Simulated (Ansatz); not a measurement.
Task: a single point from an input written key by key of C2H8AlAs, SMILES C=[CH][AlH2-][AsH3+], with Ansatz 0.2.0, Python API. Give the script and its output. Settings: PBE0, def2-SVP basis, multiplicity 1.

The script reads `c2h8alas.yaml`:
```yaml
crystal:
  periodic: [false, false, false]
  atoms:
    - { symbol: C, position_ang: [-2.4009, 0.8534, 0.2107] }
    - { symbol: C, position_ang: [-1.0747, 0.7875, 0.3242] }
    - { symbol: Al, position_ang: [-0.0514, -0.7274, -0.4183] }
    - { symbol: As, position_ang: [2.3263, -0.396, 0.0402] }
    - { symbol: H, position_ang: [-2.9585, 0.0718, -0.296] }
    - { symbol: H, position_ang: [-2.9396, 1.6977, 0.6282] }
    - { symbol: H, position_ang: [-0.5342, 1.5783, 0.8342] }
    - { symbol: H, position_ang: [-0.2855, -0.804, -1.996] }
    - { symbol: H, position_ang: [-0.5427, -2.0852, 0.2632] }
    - { symbol: H, position_ang: [2.8508, -1.5901, 0.9028] }
    - { symbol: H, position_ang: [3.1033, -0.3323, -1.3152] }
    - { symbol: H, position_ang: [2.507, 0.9462, 0.822] }
basis:
  gaussian: { orbitals: def2-SVP }
hamiltonian:
  xc: pbe0
output:
  forces: true
```

The script, `deck_c2h8alas.py`:
```python
# -*- coding: utf-8 -*-
"""C2H8AlAs through the session interface."""

import ansatz
import numpy as np
import pandas as pd


def main():
    session = ansatz.Session.from_deck("c2h8alas.yaml")
    r = session.plan(threads=1).execute().report

    print("reference energy %16.6f eV" % r["reference_energy_ev"])
    print("total energy     %16.6f eV" % r["free_energy_ev"])
    print("occupied orbitals outside the frozen core (up, down):", r["n_occupied"], " frozen:", r["n_frozen"], " virtual:", r["n_virtual"])
    symbols = ["C", "C", "Al", "As", "H", "H", "H", "H", "H", "H", "H", "H"]
    state = r["mean_field"]["state"]
    print(f"mean field: {state['energy']['hartree']:.7f} Ha, <S^2> = {abs(state['spin_squared']):.4f}, stability: {state.get('stability', {}).get('kind')}")

    print("forces (eV/A)")
    for symbol, f in zip(symbols, r["forces_ev_ang"]):
        print(f"  {symbol:2s} {f[0]:9.4f} {f[1]:9.4f} {f[2]:9.4f}")
    charges = r["charge_distribution"]
    table = pd.DataFrame({"atom": symbols, "mulliken": charges["mulliken_charges_e"], "lowdin": charges["lowdin_charges_e"]})
    print(table.round(3).to_string())
    print("dipole (e A):", np.round(charges["dipole_moment_e_ang"], 4) + 0.0)


if __name__ == "__main__":
    main()
```

`python deck_c2h8alas.py` gives:
```text
reference energy    -69615.930985 eV
total energy        -69615.930985 eV
occupied orbitals outside the frozen core (up, down): [33, 33]  frozen: 0  virtual: [85, 85]
mean field: -2558.3382763 Ha, <S^2> = 0.0000, stability: minimum
forces (eV/A)
  C     0.4595    0.2581    0.1984
  C     0.8951   -0.4675   -0.1627
  Al   -2.1828   -0.3342   -0.4398
  As    0.0605   -0.0435   -0.0167
  H    -0.3687   -0.1855   -0.1471
  H    -0.5252    0.2353    0.0737
  H    -0.1409    0.7174    0.3907
  H     0.5355   -0.0034   -0.3062
  H     0.4728   -0.3149    0.2418
  H     0.2433    1.1204   -0.6029
  H     0.0277    0.0447    1.2937
  H     0.5233   -1.0267   -0.5229
   atom  mulliken  lowdin
0     C    -0.073  -0.010
1     C    -0.312  -0.143
2    Al     0.364  -0.152
3    As     0.037   0.461
4     H     0.046   0.014
5     H     0.031  -0.004
6     H     0.006  -0.010
7     H    -0.174  -0.127
8     H    -0.174  -0.126
9     H     0.085   0.033
10    H     0.085   0.033
11    H     0.079   0.031
dipole (e A): [1.3829 0.2243 0.2847]
```

Total energies depend on the basis set; only differences at equal settings carry meaning. The geometry is a force-field or estimated start, not a minimum of this method, and the basis set is short of its limit. The Löwdin charges here are taken after orthogonalising the functions within each atom; they differ from plain Löwdin charges, and their signs can be unphysical. It ran for 6.8 s on 1 thread of Arm Neoverse V1 (shared host), peak memory 0.35 GiB.

(A comment or docstring line of the script was reworded after the run, the code is as it ran; lines on the test bed's own set-up are left out of the output.)
